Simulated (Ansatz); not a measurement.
# BGeH3+ (doublet): wave-function methods side by side, cc-pVTZ

The task here is to estimate one member of a computed series from the others.

Method: cc-pVTZ, core rule «outside noble gas», up to 15 orbitals frozen; program: Ansatz 0.2.0, Gaussian basis.

To be run: UHF; CCSD(T) on ROHF; CCSD(T) on UHF; BCCD(T) on ROHF; CCSDT(Q) on ROHF; CCSDT(Q) on UHF; CASSCF and NEVPT2, 9 electrons in 11 orbitals.

7 further runs of the same task are left out: 1 for a known fault of the program, 6 set aside as unsound or not needed.

## What is computed

The geometry is a PBE0/def2-TZVP stationary point (not a proven minimum) of the parent state, kept for this charge and spin. No spin-orbit coupling is included. The filled d shell of Ge may be among the frozen orbitals whatever the setting's name suggests; the logs give the count.

5 atoms, charge 1, spin multiplicity 2.

Atoms are counted from 1 here; the program's logs count them from 0.

Bond lengths: Ge1–B2 1.947 Å, Ge1–H3 1.543 Å, Ge1–H4 1.534 Å, B2–H5 1.189 Å. Angles: B2–Ge1–H3 128.4°, B2–Ge1–H4 122.3°, H3–Ge1–H4 109.4°, Ge1–B2–H5 134.1°.

Coordinates:

```xyz
5
charge 1, multiplicity 2
Ge    0.00000    0.01529    0.25476
B     0.00000   -0.16942   -1.68361
H     0.00000    1.31035    1.09373
H     0.00000   -1.19830    1.19259
H     0.00000    0.60285   -2.58779
```

Set-up of the first run:

Contents of in.yaml:

```yaml
crystal:
  periodic: [false, false, false]
  atoms:
    - {symbol: Ge, position_ang: [0.000000, 0.015295, 0.254755]}
    - {symbol: B, position_ang: [0.000000, -0.169422, -1.683611]}
    - {symbol: H, position_ang: [0.000000, 1.310352, 1.093730]}
    - {symbol: H, position_ang: [0.000000, -1.198297, 1.192594]}
    - {symbol: H, position_ang: [0.000000, 0.602851, -2.587791]}
basis:
  gaussian: {orbitals: cc-pVTZ}
total_charge: 1
magnetization: {spin_polarized: true, initial_magnetization: 1}
hamiltonian: {xc: hf}
output: {orbitals: {seedname: orbitals}}
```

Command:

```console
$ ansatz run in.yaml --threads 1 --pin off --events-out ev --progress --plain --max-ram 4096MiB --backend cpu
```

Steps of the session up to this table: UHF; CCSD(T) on ROHF; CCSD(T) on UHF; BCCD(T) on ROHF; CCSDT(Q) on ROHF; CCSDT(Q) on UHF; CASSCF and NEVPT2, 9 electrons in 11 orbitals.

One table of the session follows, with a row left open; its other results are not shown here.

It belongs to the step «Misses and costs». 

| method | from UCCSDT(Q) (kJ/mol) |
| --- | --- |
| ROHF | +548.6 |
| UHF | +541.4 |
| RMP2 | +110.8 |
| UMP2 | +111.7 |
| RCCSD | +21.0 |
| UCCSD | +20.7 |
| RCCSD(T) | +4.2 |
| UCCSD(T) | +4.1 |
| BCCD(T) | +4.2 |
| RCCSDT | +0.8 |
| UCCSDT | +0.7 |
| RCCSDT(Q) | +0.2 |
| UCCSDT(Q) | 0 |
| CASSCF valence | ? |
| NEVPT2 valence | +80.6 |

**Question.** Estimate the row for CASSCF valence.

As computed: from UCCSDT(Q) (kJ/mol): +315.3. In the column «from UCCSDT(Q) (kJ/mol)» it lies between UMP2 (+111.7) and UHF (+541.4).

To keep in mind: Restricted and unrestricted rows rest on different reference determinants; where their highest levels disagree by more than a few hundredths of an eV, they describe different states and don't form one ladder.
